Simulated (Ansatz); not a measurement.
**BClH2S2: rigid scan of one bond length in Python**

How does the energy of BClH2S2 change as one bond is stretched? The task is a rigid scan of one bond length, for BClH2S2. SMILES: SB(S)Cl.

Program: the Python package of Ansatz 0.2.0. Level of theory: B3LYP+D4/6-31G*. These are calculated values, not measurements.

### Step 1. The system

Bond lengths: S1–B2 1.825 Å, B2–S3 1.850 Å, B2–Cl4 1.780 Å, S1–H5 1.423 Å, S3–H6 1.420 Å. Angles: S1–B2–S3 118.8°, S1–B2–Cl4 122.7°, S3–B2–Cl4 118.5°, B2–S1–H5 94.4°, B2–S3–H6 93.0°.

No structure file is read: the coordinates are typed or built in the script.

### Step 2. The script

The input, scan_bclh2s2.py:

```python
"""Stretching a bond of BClH2S2, the rest held rigid."""

import warnings

import ansatz as az
import numpy as np

BASIS_SET = "6-31G*"
FUNCTIONAL = "b3lyp"
VDW = "d4"

GEOMETRY = """
S    -0.69710    1.43840   -0.50670
B    -0.23770   -0.24470    0.02910
S     1.54160   -0.61560    0.37330
Cl   -1.42990   -1.55300    0.21370
H    -0.56790    1.15000   -1.89380
H     1.43320   -0.23920    1.73830
"""


def main() -> None:
    warnings.simplefilter("ignore", az.DeckWarning)

    geometry = az.Crystal.molecule()
    for line in GEOMETRY.strip().splitlines():
        symbol, *xyz = line.split()
        geometry = geometry.atom(symbol, [float(v) for v in xyz])

    symbols = [site.symbol for site in geometry.cartesian_sites]
    start = np.array([site.position_ang for site in geometry.cartesian_sites])
    axis = (start[5] - start[2]) / np.linalg.norm(start[5] - start[2])
    moving = [5]
    lengths, energies = [1.21, 1.31, 1.42, 1.56, 1.78, 2.13, 2.56, 3.12], []
    for length in lengths:
        xyz = start.copy()
        xyz[moving] += (length - np.linalg.norm(start[5] - start[2])) * axis
        point = az.Crystal.molecule()
        for symbol, xyz in zip(symbols, xyz):
            point = point.atom(symbol, xyz.tolist())
        setup = (
            point.calculation()
            .basis(gaussian=BASIS_SET)
            .functional(FUNCTIONAL, dispersion=VDW)
        )
        report = setup.run().report
        energies.append(report["free_energy_ev"])
        print(f"r = {length:6.3f} A  E = {energies[-1]:.5f} eV  <S^2> = {abs(report['mean_field']['state']['spin_squared']):.3f}")

    print("energy above the lowest point (eV):", [round(e - min(energies), 3) for e in energies])


if __name__ == "__main__":
    main()
```

### Step 3. What the engine is handed

The package turns the script's settings into the engine's input (first run):

```yaml
crystal:
  periodic: [false, false, false]
  atoms:
    - { symbol: S, position_ang: [-0.6971, 1.4384, -0.5067] }
    - { symbol: B, position_ang: [-0.2377, -0.2447, 0.0291] }
    - { symbol: S, position_ang: [1.5416, -0.6156, 0.3733] }
    - { symbol: Cl, position_ang: [-1.4299, -1.553, 0.2137] }
    - { symbol: H, position_ang: [-0.5679, 1.15, -1.8938] }
    - { symbol: H, position_ang: [1.4492367692007704, -0.29488487017684467, 1.5363609782375318] }
basis:
  gaussian:
    orbitals: "6-31G*"
hamiltonian:
  xc: b3lyp
  dispersion: d4
```

### Step 4. The run

Run with:

```sh
python scan_bclh2s2.py
```

Without the output at hand: what should come out? Wanted: range of energy; lowest point, distance.

**Answer**, as computed:

```
                  quantity     value
             runs compared         8
           range of energy  4.533 eV
lowest point, distance (Å)      1.31
```

In words: The curve has its lowest point inside the range, at 1.31. The ends stand 0.315 and 4.53 eV above it. The distance scanned is the script's pair 2, 5. What to keep in mind:
- Total energies depend on the basis set; only differences at equal settings carry meaning.
- The rest of the molecule is held rigid at a force-field or estimated start geometry, and the basis set is modest; single-reference methods fail as a bond breaks.
- b3lyp holds the VWN-RPA fit, as in Gaussian; the form of ORCA and Turbomole is b3lyp5.
